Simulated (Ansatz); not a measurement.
Write a Python script for Ansatz 0.2.0, Python API that makes energies of removing a hydrogen of C4H2, SMILES C#CC#C. Settings (for the species named): CAM-B3LYP, pcseg-2 basis, multiplicity 1.

`c4h2.xyz`
```text
6

C     1.94230    0.32470   -0.05630
C     0.75920    0.12690   -0.02200
C    -0.75920   -0.12690    0.02200
C    -1.94230   -0.32470    0.05630
H     2.99210    0.50020   -0.08680
H    -2.99210   -0.50020    0.08680
```

Script `c4h2.py`:
```python
"""X-H bond energies of C4H2 without relaxation."""

from dataclasses import dataclass

import ansatz as az


@dataclass
class RunConfig:
    basis_set: str = "pcseg-2"
    functional: str = "CAM-B3LYP"


cfg = RunConfig()


def single_point(molecule, charge=0, unpaired=0):
    calc = (
        molecule.calculation()
        .basis(gaussian=cfg.basis_set)
        .functional(cfg.functional)
    )
    if charge:
        calc = calc.charge(charge)
    if unpaired:
        calc = calc.spin("collinear", total=unpaired)
    report = calc.run(threads=1, pin="off").report
    if report["published_state_doubts"]:
        print("  doubts:", report["published_state_doubts"])
    return report["free_energy_ev"]

def without(molecule, index):
    rest = az.Crystal.molecule()
    for i, site in enumerate(molecule.cartesian_sites):
        if i != index:
            rest = rest.atom(site.symbol, site.position_ang)
    return rest

system = az.Crystal.molecule_from_extxyz("c4h2.xyz")

whole = single_point(system, 0)
hydrogen = single_point(az.Crystal.molecule().atom("H", (0, 0, 0)), 0, 1)
print(f"E(molecule) = {whole:.5f} eV, E(H) = {hydrogen:.5f} eV")
for index in [5]:
    radical = single_point(without(system, index), 0, 1)
    print(f"H{index}: homolysis {(radical + hydrogen - whole):.3f} eV")
```

```console
$ python c4h2.py
E(molecule) = -4175.16020 eV, E(H) = -13.57911 eV
H5: homolysis 6.162 eV
```

Reading the output:
- Total energies depend on the basis set; only differences at equal settings carry meaning.
- The geometry is a force-field or estimated start, not a minimum of this method, and the basis set is short of its limit. All parts are taken at fixed geometry, without zero-point energy.
- Run time: 23 s on 1 thread of Arm Neoverse V1, with other jobs on the host, peak memory 0.37 GiB.
